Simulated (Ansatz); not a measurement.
Wanted: the native input for an Ansatz 0.2.0 run.

| Item | Value |
| --- | --- |
| Task | single point |
| Functional | PBE |
| Potentials or basis | Ansatz NC |
| Cutoff | 1497 eV (not typed: the program's choice for these potentials) |
| k mesh | 5 × 5 × 4 |
| Occupations | fermi-dirac, width 0.05 eV |
| Spin | collinear spin, ferromagnetic start |
| Starting moments | [0.0, 0.0, 0.0, 0.0, 4.0, 4.0, 1.0, 1.0, 0.0, 0.0, 0.0, 0.0, 0.0, 0.0, 0.0, 0.0, 0.0, 0.0, 0.0, 0.0] μB |

NaLaMnMoO6:

```xyz
20
Lattice="5.4052 0.0014 0.0015 0.0746 5.4046 -0.0118 0.0304 -0.0143 8.2208" Properties=species:S:1:pos:R:3 pbc="T T T"
Na    2.7815    2.7347    2.0499
Na    2.7288    2.6570    6.1606
La    0.0738    0.0631    2.0551
La    5.4365    5.3286    6.1553
Mn    2.7026    0.0007    0.0007
Mn    0.0525    2.6951    4.1045
Mo    0.0373    2.7023   -0.0059
Mo    2.7178   -0.0065    4.1111
O     5.1705    2.9313    1.9060
O     0.3397    2.4604    6.3045
O     1.5424    1.5135    0.3942
O     3.9679    3.8782    7.8163
O     1.1984    4.3047    8.2077
O     4.3118    1.0870    0.0027
O     2.4937    0.2699    6.0216
O     3.0165    5.1218    2.1889
O     1.1608    4.2891    4.0933
O     4.3495    1.1026    4.1172
O     1.5486    1.5136    3.7103
O     3.9617    3.8780    4.5001
```

The cell was built by a generator and needn't be a form met in nature.

One way to write it, as run:

input.yaml

```yaml
crystal:
  lattice:
    - [5.40523, 0.00142, 0.00146]
    - [0.07459, 5.4046, -0.01175]
    - [0.03041, -0.01433, 8.22075]
  atoms:
    - { symbol: Na, position: [0.50619, 0.50653, 0.24999] }
    - { symbol: Na, position: [0.49381, 0.49347, 0.75001] }
    - { symbol: La, position: [0.01207, 0.01233, 0.25001] }
    - { symbol: La, position: [0.98793, 0.98767, 0.74999] }
    - { symbol: Mn, position: [0.5, 0.0, 0.0], spin: 4.0 }
    - { symbol: Mn, position: [0.0, 0.5, 0.5], spin: 4.0 }
    - { symbol: Mo, position: [0.0, 0.5, 0.0], spin: 1.0 }
    - { symbol: Mo, position: [0.5, 0.0, 0.5], spin: 1.0 }
    - { symbol: O, position: [0.94778, 0.54274, 0.23246] }
    - { symbol: O, position: [0.05222, 0.45726, 0.76754] }
    - { symbol: O, position: [0.28121, 0.28009, 0.0483] }
    - { symbol: O, position: [0.71879, 0.71991, 0.9517] }
    - { symbol: O, position: [0.20507, 0.79908, 0.99952] }
    - { symbol: O, position: [0.79493, 0.20092, 0.00048] }
    - { symbol: O, position: [0.45652, 0.05176, 0.73248] }
    - { symbol: O, position: [0.54348, 0.94824, 0.26752] }
    - { symbol: O, position: [0.20097, 0.79487, 0.49902] }
    - { symbol: O, position: [0.79903, 0.20513, 0.50098] }
    - { symbol: O, position: [0.28007, 0.28119, 0.45169] }
    - { symbol: O, position: [0.71993, 0.71881, 0.54831] }
hamiltonian:
  xc: pbe
  pseudopotentials: { kind: nc }
magnetization:
  spin_polarized: true
kpoints:
  mp_grid: { grid: [5, 5, 4] }
scf:
  occupations: { method: fermi_dirac, width: 0.05 }
output:
  forces: true
  stress: true
  eigenvalues: true
```

Potentials or basis: Ansatz NC.

Launch:

```sh
$ ansatz run input.yaml --threads 8 --pin off --max-ram 20480MiB --backend cpu --events-out ev --progress --plain --runs-dir out
```

Results of the run:

| Property | Result |
| --- | --- |
| Pressure | 0.0 GPa |
| Largest force | 0.030 eV/Å |
| Band gap on the k mesh | none (metal or under the smearing width) |
| Net moment | 6.91 μB per cell |
| Absolute moment | 8.45 μB per cell |
| Site moments | Na -0.00; La -0.01; Mn +3.06; Mo -0.17; O +0.06, +0.02 μB |

Caveat: semilocal functionals often make such compounds metallic where correlation or magnetic order opens a gap, which also shifts bond lengths; only a ferromagnetic start was run, and an antiferromagnetic order may lie lower in energy.

Wall time 6.6 min on 8 threads of Arm Neoverse V2, on a shared host, peak memory 13 GiB.
